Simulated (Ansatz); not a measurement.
# AlH5N2O: the cost of one run

Program: Ansatz 0.2.0. Level of theory: RKS PBE/def2-SVP. These are calculated values, not measurements.

### 1 The structure to begin with

Bond lengths: Al1–O2 1.780 Å, O2–H3 1.010 Å, Al1–N4 1.920 Å, N4–H5 1.060 Å, N4–H6 1.060 Å, Al1–N7 1.920 Å, N7–H8 1.060 Å, N7–H9 1.060 Å. Angles: Al1–O2–H3 109.5°, O2–Al1–N4 120.0°, O2–Al1–N7 120.0°, N4–Al1–N7 120.0°, Al1–N4–H5 120.0°, Al1–N4–H6 120.0°, H5–N4–H6 120.0°, Al1–N7–H8 120.0°, Al1–N7–H9 120.0°, H8–N7–H9 120.0°.

Structure file:

```xyz
9

Al    0.0000    0.0000    0.0000
O     0.0000    0.0000    1.7800
H    -0.9095   -0.2814    2.1171
N     1.6627    0.0000   -0.9600
H     2.1293   -0.9179   -1.2118
H     2.1141    0.9179   -1.2382
N    -1.6627    0.0000   -0.9600
H    -2.3316   -0.8164   -0.8614
H    -1.9118    0.8164   -1.5886
```

### 2 Relaxing the start

input.yaml

```yaml
crystal:
  periodic: [false, false, false]
  atoms:
    - { symbol: Al, position_ang: [0.0, 0.0, 0.0] }
    - { symbol: O, position_ang: [0.0, 0.0, 1.78] }
    - { symbol: H, position_ang: [-0.9095, -0.2814, 2.1171] }
    - { symbol: "N", position_ang: [1.6627, 0.0, -0.96] }
    - { symbol: H, position_ang: [2.1293, -0.9179, -1.2118] }
    - { symbol: H, position_ang: [2.1141, 0.9179, -1.2382] }
    - { symbol: "N", position_ang: [-1.6627, 0.0, -0.96] }
    - { symbol: H, position_ang: [-2.3316, -0.8164, -0.8614] }
    - { symbol: H, position_ang: [-1.9118, 0.8164, -1.5886] }
basis:
  gaussian: { orbitals: def2-SVP }
hamiltonian:
  xc: pbe
relax:
  f_tol: 0.02
  max_steps: 40
```

Launch:

```bash
$ ansatz run input.yaml --threads 2 --pin off --max-ram 3072MiB --backend cpu --events-out ev --progress --plain --runs-dir out
```

What time and memory should one allow on 2 threads of Intel Xeon Platinum 8175M at 2.50GHz (Skylake/Cascade Lake), shared host?

About 20 s, with a peak of 0.14 GiB.
